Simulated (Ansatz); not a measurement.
# CH3GeNO: basis-set convergence

Aim: see how fast density functionals converge with the basis set for CH3GeNO.

Program: Ansatz 0.2.0, Gaussian basis. Level of theory: one geometry, several basis sets. These are calculated values, not measurements.

The runs, in order: PBE0-D4/def2-SVP; ωB97M-V/def2-SVP; PBE0-D4/def2-QZVPP; ωB97M-V/def2-QZVPP; the functionals' def2-TZVPP values are taken from earlier runs.

## (1) The geometry

All runs share one geometry, relaxed beforehand with PBE0-D4 in a triple-zeta def2 set.

SMILES `N=[C]1[O][GeH2]1`, 7 atoms, charge 0, spin multiplicity 1.

Atoms are counted from 1 here; the program's logs count them from 0.

Bond lengths: N1–C2 1.244 Å, N1–H5 1.012 Å, C2–O3 1.307 Å, C2–Ge4 1.936 Å, O3–Ge4 1.917 Å, Ge4–H6 1.531 Å, Ge4–H7 1.531 Å. Angles: C2–N1–H5 113.0°, N1–C2–O3 134.2°, N1–C2–Ge4 156.5°, O3–C2–Ge4 69.4°, C2–O3–Ge4 71.0°, C2–Ge4–O3 39.7°, C2–Ge4–H6 121.6°, C2–Ge4–H7 121.6°, O3–Ge4–H6 107.9°, O3–Ge4–H7 107.9°, H6–Ge4–H7 113.9°.

## (2) PBE0-D4 in def2-SVP

in.yaml reads:

```yaml
crystal:
  periodic: [false, false, false]
  atoms:
    - {symbol: N, position_ang: [-0.997730, -1.700466, -0.321931]}
    - {symbol: C, position_ang: [-0.230481, -0.774948, -0.001614]}
    - {symbol: O, position_ang: [0.855390, -0.701493, 0.722932]}
    - {symbol: Ge, position_ang: [0.432385, 1.043602, 0.051267]}
    - {symbol: H, position_ang: [-1.762181, -1.393980, -0.910742]}
    - {symbol: H, position_ang: [0.170063, 1.958713, 1.250839]}
    - {symbol: H, position_ang: [1.593654, 1.500372, -0.836452]}
basis:
  gaussian: {orbitals: def2-SVP}
hamiltonian: {xc: pbe0, dispersion: d4}
output: {orbitals: {seedname: orbitals}}
```

Started as:

```bash
> ansatz run in.yaml --threads 2 --pin off --events-out ev --progress --plain --max-ram 4352MiB
```

The log of the run:

```text
Functional definition: PBE0
  name "PBE0"
  cite "Adamo & Barone, J. Chem. Phys. 110, 6158 (1999) doi:10.1063/1.478522"
  cite "Perdew, Burke & Ernzerhof, Phys. Rev. Lett. 77, 3865 (1996) doi:10.1103/PhysRevLett.77.3865"
  parent pbe
  parameter a = 0.25
  parameter kappa = 0.804
  parameter beta = 0.06672455060314922
  exchange = (1 - a)*pbe_x(kappa = kappa, mu = beta*pi^2/3) + a*exact_x
  correlation = pbe_c(beta = beta)
887 factors; integrals over basis functions are off by at most 1.5e-3 eV
mean field evaluation 1: about -61109.4007 eV, gradient 5.7e1 eV
mean field evaluation 2: about -61079.2014 eV, gradient 1.2e2 eV
mean field evaluation 4: about -61116.1888 eV, gradient 1.0e1 eV
mean field evaluation 8: about -61116.4964 eV, gradient 1.2e0 eV
mean field evaluation 16: about -61116.5000 eV, gradient 1.6e-4 eV
mean field -61116.50001705 eV, -2245.9899493750 hartree, gradient 1.2e-5 eV, S^2 0.000000; 0 other end points of the search recorded, 0 dependent functions left out
reference -61116.50003959 eV, -2245.9899502034 hartree; 28, 28 occupied and 61, 61 virtual orbitals, 887 factors
Total energy: -61116.60631395 eV, -2245.9938557139 hartree
```

Run time: 1.4 s. Hardware: 2 threads of Arm Neoverse V1, shared host.

## (3) ωB97M-V in def2-SVP

in.yaml, as its differences from that of step 2:

```diff
@@ -12,3 +12,3 @@
   gaussian: {orbitals: def2-SVP}
-hamiltonian: {xc: pbe0, dispersion: d4}
+hamiltonian: {xc: {name: wB97M-V}}
 output: {orbitals: {seedname: orbitals}}
```

Same command.

The log of the run (excerpt; [...] marks lines left out):

```text
Functional definition: wB97M-V
  name "wB97M-V"
  cite "Mardirossian & Head-Gordon, J. Chem. Phys. 144, 214110 (2016) doi:10.1063/1.4952647"
  cite "Becke, J. Chem. Phys. 107, 8554 (1997) doi:10.1063/1.475007"
  cite "Vydrov & Van Voorhis, J. Chem. Phys. 133, 244103 (2010) doi:10.1063/1.3521275"
  # Of w^i u^j: cxij and so on, Table III.
[...]
  gx(w, u) = 1 - cx + cx01*u + cx10*w
  gss(w, u) = css00 + css04*u^4 + css10*w + css20*w^2 + css43*w^4*u^3
  gos(w, u) = cos00 + cos10*w + (cos20 + cos21*u)*w^2 + (cos60 + cos61*u)*w^6
[...]
      + integral(e_c_pw_mod_opposite_spin*gos(b97_w_opposite, b97_u_opposite)) + vv10(b, c)
887 factors; integrals over basis functions are off by at most 1.5e-3 eV
222 factors; integrals over basis functions are off by at most 5.4e-6 eV
[...]
mean field -61123.92357474 eV, -2246.2627600881 hartree, gradient 3.4e-5 eV, S^2 0.000000; 0 other end points of the search recorded, 0 dependent functions left out
reference -61123.92361007 eV, -2246.2627613866 hartree; 28, 28 occupied and 61, 61 virtual orbitals, 887 factors
Total energy: -61123.92361007 eV, -2246.2627613866 hartree
```

Wall time 6 s (2 threads of Arm Neoverse V1, shared host).

## (4) PBE0-D4 in def2-QZVPP

in.yaml, as its differences from that of step 3:

```diff
@@ -11,4 +11,4 @@
 basis:
-  gaussian: {orbitals: def2-SVP}
-hamiltonian: {xc: {name: wB97M-V}}
+  gaussian: {orbitals: "def2-QZVPP.json"}
+hamiltonian: {xc: pbe0, dispersion: d4}
 output: {orbitals: {seedname: orbitals}}
```

The command is unchanged.

The log of the run:

```text
Functional definition: PBE0
  name "PBE0"
  cite "Adamo & Barone, J. Chem. Phys. 110, 6158 (1999) doi:10.1063/1.478522"
  cite "Perdew, Burke & Ernzerhof, Phys. Rev. Lett. 77, 3865 (1996) doi:10.1103/PhysRevLett.77.3865"
  parent pbe
  parameter a = 0.25
  parameter kappa = 0.804
  parameter beta = 0.06672455060314922
  exchange = (1 - a)*pbe_x(kappa = kappa, mu = beta*pi^2/3) + a*exact_x
  correlation = pbe_c(beta = beta)
1262 factors; their error is unknown
mean field evaluation 1: about -61121.1023 eV, gradient 6.9e1 eV
mean field evaluation 2: about -61076.7883 eV, gradient 1.5e2 eV
mean field evaluation 4: about -61130.2684 eV, gradient 9.7e0 eV
mean field evaluation 8: about -61130.4677 eV, gradient 1.0e-1 eV
mean field evaluation 16: about -61130.6107 eV, gradient 1.1e-4 eV
mean field -61130.61069406 eV, -2246.5085071904 hartree, gradient 1.6e-5 eV, S^2 0.000000; 0 other end points of the search recorded, 0 dependent functions left out
reference -61130.61072726 eV, -2246.5085084108 hartree; 28, 28 occupied and 322, 322 virtual orbitals, 1262 factors
Total energy: -61130.71700162 eV, -2246.5124139213 hartree
```

Wall time 8 s (2 threads of Arm Neoverse V1, shared host); peak memory 0.95 GiB.

## (5) ωB97M-V in def2-QZVPP

in.yaml, as its differences from that of step 4:

```diff
@@ -12,3 +12,3 @@
   gaussian: {orbitals: "def2-QZVPP.json"}
-hamiltonian: {xc: pbe0, dispersion: d4}
+hamiltonian: {xc: {name: wB97M-V}}
 output: {orbitals: {seedname: orbitals}}
```

Same command.

The log of the run (excerpt; [...] marks lines left out):

```text
Functional definition: wB97M-V
  name "wB97M-V"
  cite "Mardirossian & Head-Gordon, J. Chem. Phys. 144, 214110 (2016) doi:10.1063/1.4952647"
  cite "Becke, J. Chem. Phys. 107, 8554 (1997) doi:10.1063/1.475007"
  cite "Vydrov & Van Voorhis, J. Chem. Phys. 133, 244103 (2010) doi:10.1063/1.3521275"
  # Of w^i u^j: cxij and so on, Table III.
[...]
  gx(w, u) = 1 - cx + cx01*u + cx10*w
  gss(w, u) = css00 + css04*u^4 + css10*w + css20*w^2 + css43*w^4*u^3
  gos(w, u) = cos00 + cos10*w + (cos20 + cos21*u)*w^2 + (cos60 + cos61*u)*w^6
[...]
      + integral(e_c_pw_mod_opposite_spin*gos(b97_w_opposite, b97_u_opposite)) + vv10(b, c)
1250 factors; their error is unknown
275 factors; integrals over basis functions are off by at most 7.9e-6 eV
[...]
mean field -61138.12863500 eV, -2246.7847864242 hartree, gradient 4.7e-5 eV, S^2 0.000000; 0 other end points of the search recorded, 0 dependent functions left out
reference -61138.12868897 eV, -2246.7847884077 hartree; 28, 28 occupied and 322, 322 virtual orbitals, 1250 factors
Total energy: -61138.12868897 eV, -2246.7847884077 hartree
```

Run time: 20 s. Hardware: 2 threads of Arm Neoverse V1, shared host; peak memory 1.1 GiB.

## (6) Density functionals: the series

The def2-TZVPP values come from earlier runs at the same geometry.

| functional | basis | functions | energy (eV) | from the largest (eV) | HOMO (eV) | LUMO (eV) |
| --- | --- | --- | --- | --- | --- | --- |
| PBE0-D4 | def2-SVP | 89 | -61116.6063 | 14.111 | -6.95 | -1.60 |
| PBE0-D4 | def2-TZVPP | 183 | -61129.2334 | 1.484 | -7.07 | -1.75 |
| PBE0-D4 | def2-QZVPP | 350 | -61130.7170 | 0.000 | -7.11 | -1.85 |
| ωB97M-V | def2-SVP | 89 | -61123.9236 | 14.205 | -9.02 | 0.32 |
| ωB97M-V | def2-TZVPP | 183 | -61136.6890 | 1.440 | -9.18 | 0.09 |
| ωB97M-V | def2-QZVPP | 350 | -61138.1287 | 0.000 | -9.21 | -0.12 |

## (7) Summary of results

| quantity | value |
| --- | --- |
| PBE0-D4: double and triple zeta above quadruple | 14.11, 1.48 eV |
| ωB97M-V: double and triple zeta above quadruple | 14.21, 1.44 eV |

What this shows: For PBE0-D4 the step from double to triple zeta gains 12.63 eV and the next only 1.48 eV. Total energies overstate the basis error of differences, where much of it tends to cancel.

For PBE0-D4 the largest set took about 6 times as long as the smallest (8 s against 1.4 s).
